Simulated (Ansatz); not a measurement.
# Al: a trigonal deformation path

One table from this session's results is given with a row withheld; the runs are named, their logs left out.

Method: DFT PBEsol, scalar-relativistic, plane waves, PAW, in Ansatz 0.2.0.

**The starting structure**

Symmetry: Im-3m, No. 229, cubic system. Conventional cell: a = 3.182 Å, b = 3.182 Å, c = 3.182 Å, α = 90.00°, β = 90.00°, γ = 90.00°. Around Al (site symmetry m-3m) lie 8 Al at 2.76 Å.

Structure file:

```cif
data_structure
_symmetry_space_group_name_H-M 'Im-3m'
_symmetry_Int_Tables_number 229
_cell_length_a 3.1824
_cell_length_b 3.1824
_cell_length_c 3.1824
_cell_angle_alpha 90.000
_cell_angle_beta 90.000
_cell_angle_gamma 90.000
_cell_volume 32.23
loop_
_atom_site_label
_atom_site_type_symbol
_atom_site_symmetry_multiplicity
_atom_site_Wyckoff_symbol
_atom_site_fract_x
_atom_site_fract_y
_atom_site_fract_z
_atom_site_occupancy
Al1 Al 2 a 0.00000 0.00000 0.00000 1
```

It goes back to an entry of the Materials Project, which need not be the stable form.

No relaxation comes first: the listed cell is the starting point.

**Zero of energy**

The reference gives a free energy of -524.4497 eV, pressure 2.21 GPa, largest force 0.000 eV/Å and gap on the mesh none (metal). It was computed beforehand with the settings of the runs below.

Set-up of the first run:

At fixed volume and fractional coordinates, lengths along (0.577, 0.577, 0.577) are scaled against those across it; ρ is that ratio over its starting value.

File input.yaml:

```yaml
crystal:
  lattice:
    - [-2.3389449096, 1.6706749354, 1.6706749354]
    - [1.6706749354, -2.3389449096, 1.6706749354]
    - [1.6706749354, 1.6706749354, -2.3389449096]
  atoms:
    - { symbol: Al, position: [0.0, 0.0, 0.0] }
basis:
  ecutwfc: 420
kpoints:
  mp_grid: { grid: [24, 24, 24] }
hamiltonian:
  xc: pbesol
scf:
  occupations: { method: gaussian, width: 0.15 }
output:
  forces: true
  stress: true
  eigenvalues: true
```

Launch:

```bash
$ ansatz run input.yaml --threads 1 --pin off --max-ram 2560MiB --backend cpu --events-out ev --progress --plain --runs-dir out
```

Among the steps run: Point ρ = 0.500; ρ = 2.000; ρ = 0.710; Point ρ = 1.410; At ρ = 0.600; Point ρ = 0.850; Point ρ = 1.200; Point ρ = 1.700; Point ρ = 0.930; At ρ = 1.080.

One table of the session follows, with a row left open; its other results are not shown here.

| ρ | ΔE (meV/atom) | pressure (GPa) |
| --- | --- | --- |
| 0.500 | 5541.0 | 102.6 |
| 0.600 | 2207.3 | 54.4 |
| 0.710 | 742.1 | 23.1 |
| 0.850 | 119.3 | 6.0 |
| 0.930 | 19.7 | 2.9 |
| 1.000 | 0.0 | 2.2 |
| 1.080 | 17.6 | 2.8 |
| 1.200 | ? | ? |
| 1.410 | 248.4 | 11.5 |
| 1.700 | 411.7 | 16.8 |
| 2.000 | 478.0 | 18.8 |

Q: Estimate the row for ρ = 1.200 from the others.

Worked estimate for «ΔE (meV/atom)». A straight line through the neighbours (1.080, 17.6) and (1.410, 248.4) gives 17.6 + (248.4 − 17.6) × (1.200 − 1.080) / (1.410 − 1.080) = 101.5; a parabola fitted to 4 rows on both sides gives 111.5.

As computed: ΔE (meV/atom): 88.7; pressure (GPa): 5.7. In «ΔE (meV/atom)» the line misses by +12.8 and the parabola by +22.8.
